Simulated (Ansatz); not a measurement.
# NaLi2: relaxed, then solved by several methods

Aim: relax NaLi2 (C15 type), then solve it with and without frozen cores. Methods of the runs shown: PAW and LAPW. Its runs: cell and atoms relaxed (PAW); the reference run (LAPW and PAW).

Program: Ansatz 0.2.0. Level of theory: DFT PBEsol, with the methods named in each step. These are calculated values, not measurements.

1 further run of the same task is left out (set aside as unsound or not needed).

**1. The system as given**

The structure is cubic, space group Fd-3m (No. 227). Conventional cell: a = 8.318 Å, b = 8.318 Å, c = 8.318 Å, α = 90.00°, β = 90.00°, γ = 90.00°. Around Na (site symmetry -43m) lie 12 Li at 3.45 Å and 4 Na at 3.60 Å. Li (site symmetry -3m) is surrounded by 6 Li at 2.94 Å and 6 Na at 3.45 Å.

Coordinates:

```cif
data_structure
_symmetry_space_group_name_H-M 'P 1'
_symmetry_Int_Tables_number 1
_cell_length_a 5.8816
_cell_length_b 5.8816
_cell_length_c 5.8816
_cell_angle_alpha 60.000
_cell_angle_beta 60.000
_cell_angle_gamma 60.000
_cell_volume 143.87
loop_
_atom_site_label
_atom_site_type_symbol
_atom_site_fract_x
_atom_site_fract_y
_atom_site_fract_z
_atom_site_occupancy
Na1 Na 0.12500 0.12500 0.12500 1
Na2 Na 0.87500 0.87500 0.87500 1
Li1 Li 0.50000 0.50000 0.50000 1
Li2 Li 0.50000 0.50000 0.00000 1
Li3 Li 0.50000 0.00000 0.50000 1
Li4 Li 0.00000 0.50000 0.50000 1
```

An invented laves-like structure; its stability wasn't tested.

Atoms are numbered in the order of the input: Na1, Na2, Li3, Li4, Li5, Li6.

**2. Cell and atoms relaxed, PAW**

input.yaml

```yaml
crystal:
  lattice:
    - [0.0, 4.1589250027, 4.1589250027]
    - [4.1589250027, 0.0, 4.1589250027]
    - [4.1589250027, 4.1589250027, 0.0]
  atoms:
    - { symbol: Na, position: [0.125, 0.125, 0.125] }
    - { symbol: Na, position: [-0.125, -0.125, -0.125] }
    - { symbol: Li, position: [0.5, 0.5, 0.5] }
    - { symbol: Li, position: [0.5, 0.5, 0.0] }
    - { symbol: Li, position: [0.5, 0.0, 0.5] }
    - { symbol: Li, position: [0.0, 0.5, 0.5] }
kpoints:
  mp_grid: { grid: [7, 7, 7] }
scf:
  occupations: { method: fermi_dirac, width: 0.05 }
hamiltonian:
  xc: pbesol
  pseudopotentials: { kind: paw }
output:
  forces: true
  stress: true
relax:
  f_tol: 0.005
  max_steps: 50
  cell: {}
```

Started as:

```sh
$ ansatz run input.yaml --threads 2 --pin off --max-ram 5120MiB --backend cpu --events-out ev --progress --plain --runs-dir out
```

Further steps of the session: The relaxed cell, LAPW; The relaxed cell, PAW.

What does the calculation give? Wanted: volume, relaxed; gap.

As calculated:

| quantity | value |
| --- | --- |
| volume, relaxed (PAW) | 26.048 Å³/atom, Fd-3m |
| gap (LAPW) | none |

Relaxing changes the volume by +8.6 %, to 26.05 Å³/atom. There is no gap at this level; the crystal is a metal here. Li 2s carries the largest share, 63 %, of the projected states within 0.3 eV of the Fermi level. The projection holds only the free atom's occupied shells (Na 3s, Li 2s in this range). PAW lies less than 0.01 GPa from LAPW in pressure.
